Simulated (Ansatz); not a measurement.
# Cd (bcc type): how the settings move a single-point run

How sensitive is a single-point run of Cd (bcc type) to its settings? A reference run comes first, then one run with altered input.

Method: reference: DFT, LDA, all-electron PAW with datasets made for the crystal, scalar-relativistic, in Ansatz 0.2.0.

1 further run of the same task is left out (set aside as unsound or not needed). Runs told in other sessions of the task aren't counted.

## 1. Starting point

It takes space group Im-3m (No. 229, cubic). The conventional cell has a = 2.635 Å, b = 2.635 Å, c = 2.635 Å, α = 90.00°, β = 90.00°, γ = 90.00°. Cd (site symmetry m-3m) is surrounded by 8 Cd at 2.28 Å.

Structure file:

```
Cd
1.0
    -1.31729    1.31729    1.31729
     1.31729   -1.31729    1.31729
     1.31729    1.31729   -1.31729
Cd
1
Direct
  0.00000 0.00000 0.00000
```

## 2. Reference

File input.yaml:

```yaml
crystal:
  lattice:
    - [-1.3172926284, 1.3172926284, 1.3172926284]
    - [1.3172926284, -1.3172926284, 1.3172926284]
    - [1.3172926284, 1.3172926284, -1.3172926284]
  atoms:
    - { symbol: Cd, position: [0.0, 0.0, 0.0] }
kpoints:
  mp_grid: { grid: [15, 15, 15] }
scf:
  occupations: { method: fermi_dirac, width: 0.1 }
hamiltonian:
  xc: lda
  pseudopotentials: { kind: all_electron, datasets: crystal }
output:
  forces: true
  stress: true
  eigenvalues: true
```

Started as:

```
$ ansatz run input.yaml --threads 1 --pin off --max-ram 2048MiB --backend cpu --events-out ev --progress --plain --runs-dir out
```

## 3. Changed: mp_grid.grid [8, 8, 8], n_extra_bands 16

Changes to input.yaml since step 2:

```diff
@@ -8,5 +8,6 @@
 kpoints:
-  mp_grid: { grid: [15, 15, 15] }
+  mp_grid: { grid: [8, 8, 8] }
 scf:
   occupations: { method: fermi_dirac, width: 0.1 }
+  n_extra_bands: 16
 hamiltonian:
```

What does the calculation give? Wanted: for each run, ending; energy change; pressure; gap; force.

**Answer**, as computed:

| run | ending | energy change | pressure (GPa) | gap (eV) | force (eV/Å) | cycles | time |
| --- | --- | --- | --- | --- | --- | --- | --- |
| reference | converged | 0 | 465.8 | 0.00 | 0.00 | 8 | 9.3 s |
| 1: mp_grid.grid [8, 8, 8], n_extra_bands 16 | converged | +15.4 meV/atom | 466.4 | 0.00 | 0.00 | 7 | 3.9 s |

Residual by cycle in the longest SCF loop of each run; runs are numbered as in the table. The quantity is the density residual dr2, in eV.

```
cycle  reference    run 1
    1      0.756    0.757
    2     0.0223   0.0212
    3     0.0101   0.0109
    4     4.1e-6   4.4e-6
    5     5.1e-7   4.8e-7
    6     1.3e-8   2.5e-8
    7     1.3e-8  4.3e-11
    8    5.4e-12        -
```

What this shows: Changing the k-point mesh and band count moves the energy by +15.4 meV/atom, and the pressure goes from 465.8 to 466.4 GPa. Sampling errors of the energy have no fixed sign. The other settings changed steer the path, not the converged energy, so the shift is the mesh's. Cost: 7 SCF cycles against 8, 3.9 s against 9.3 s. The structure is not at rest: the sound run finds 466 GPa, so these are no properties of the relaxed crystal. 
